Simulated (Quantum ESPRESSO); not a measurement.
A run of Quantum ESPRESSO 7.5 is set up as follows.

Contents of pw.in:

```
&CONTROL
  calculation = 'scf'
  prefix = 'pwscf'
  outdir = './tmp'
  pseudo_dir = './pseudo'
  tprnfor = .true.
  disk_io = 'nowf'
/
&SYSTEM
  ibrav = 0
  nat = 7
  ntyp = 4
  ecutwfc = 84
  nbnd = 28
  occupations = 'smearing'
  smearing = 'fd'
  degauss = 0.00367493
/
&ELECTRONS
  conv_thr = 1.4d-09
  electron_maxstep = 120
  mixing_beta = 0.5
/
ATOMIC_SPECIES
O     15.9990 O.upf
Ti    47.8670 Ti.upf
F     18.9984 F.upf
H      1.0080 H.upf
CELL_PARAMETERS angstrom
  14.0000000000    0.0000000000    0.0000000000
   0.0000000000   12.0000000000    0.0000000000
   0.0000000000    0.0000000000   12.0000000000
ATOMIC_POSITIONS crystal
O      0.4139240000    0.5557820000    0.5946430000
Ti     0.4958990000    0.5075870000    0.5045290000
O      0.6003710000    0.4675440000    0.5809080000
F      0.4502210000    0.3994350000    0.4284040000
F      0.5232890000    0.6107950000    0.4021120000
H      0.3435370000    0.5909030000    0.5942760000
H      0.6573400000    0.4392020000    0.5610980000
K_POINTS gamma
```

Potentials or basis: PseudoDojo 0.4.1 SR PBE standard.

The run is started by

```console
$ OMP_NUM_THREADS=1 pw.x -in pw.in > pw.out
```

Task: What does it give for the gap between the frontier levels?

Result: 5.32 eV.

Task: Estimate the largest force.

Result: 7.285 eV/Å.

Forces in eV/Å, atoms in the order of the input:
```
O   -6.185  2.857  2.579
Ti   3.067  0.442 -1.890
O   -3.086  1.350  1.417
F   -0.855 -1.770 -1.103
F    0.040  0.141 -0.013
H    3.468 -1.492  0.050
H    3.551 -1.529 -1.039
```

Caveat: this is a molecule in a periodic box, so the gap is that between its Kohn-Sham HOMO and LUMO and the box isn't a crystal.
